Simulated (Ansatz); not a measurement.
# CoO4F (element-swapped structure): how the settings move a single-point run

Program: Ansatz 0.2.0. Level of theory: reference: DFT r2SCAN, plane waves, PAW, scalar-relativistic, no spin polarisation. These are calculated values, not measurements.

## 1. The structure to begin with

It takes space group P2/m (No. 10, monoclinic). Conventional cell: a = 3.664 Å, b = 2.392 Å, c = 3.853 Å, α = 90.00°, β = 92.60°, γ = 90.00°. Around Co (site symmetry 2/m) lie 6 O at 1.64 to 1.67 Å. F (site symmetry 2/m) is surrounded by 6 O at 1.52 to 1.61 Å. Around O (site symmetry m) lie 2 F at 1.52 Å and 1 Co at 1.67 Å. O (site symmetry m) has 1 F at 1.61 Å and 2 Co at 1.64 Å as nearest neighbours.

Coordinates:

```
Co F O
1.0
     3.66385    0.00000    0.00000
     0.00000    2.39229    0.00000
     0.17478    0.00000    3.84891
Co F O
1 1 4
Direct
  0.00000 0.00000 0.00000
  0.50000 0.50000 0.50000
  0.69000 0.00000 0.33000
  0.31000 0.00000 0.67000
  0.77400 0.50000 0.81400
  0.22600 0.50000 0.18600
```

## 2. Baseline

File input.yaml:

```yaml
crystal:
  lattice:
    - [3.66385445, 0.0, 0.0]
    - [0.0, 2.39229261, 0.0]
    - [0.17478231, 0.0, 3.84890939]
  atoms:
    - { symbol: Co, position: [0.0, 0.0, 0.0] }
    - { symbol: F, position: [0.5, 0.5, 0.5] }
    - { symbol: O, position: [0.69, 0.0, 0.33] }
    - { symbol: O, position: [0.31, 0.0, 0.67] }
    - { symbol: O, position: [0.774, 0.5, 0.814] }
    - { symbol: O, position: [0.226, 0.5, 0.186] }
  symmetry: { tolerance: 0.0003 }
kpoints:
  mp_grid: { grid: [5, 7, 5], shift: [0, 0, 0] }
magnetization:
  spin_polarized: false
scf:
  occupations: { method: fermi_dirac }
hamiltonian:
  pseudopotentials: { kind: paw }
  xc: r2scan
basis:
  ecutwfc: 500
output:
  forces: true
  stress: true
  eigenvalues: true
```

Command:

```console
$ ansatz run input.yaml --threads 1 --pin off --max-ram 2560MiB --backend cpu --events-out ev --progress --plain --runs-dir out
```

**Question.** How long does this run take on 1 thread of Intel Xeon Platinum 8259CL at 2.50GHz (Skylake/Cascade Lake), shared host, and how much memory does it need?

About 18 s, with a peak of 0.5 GiB.
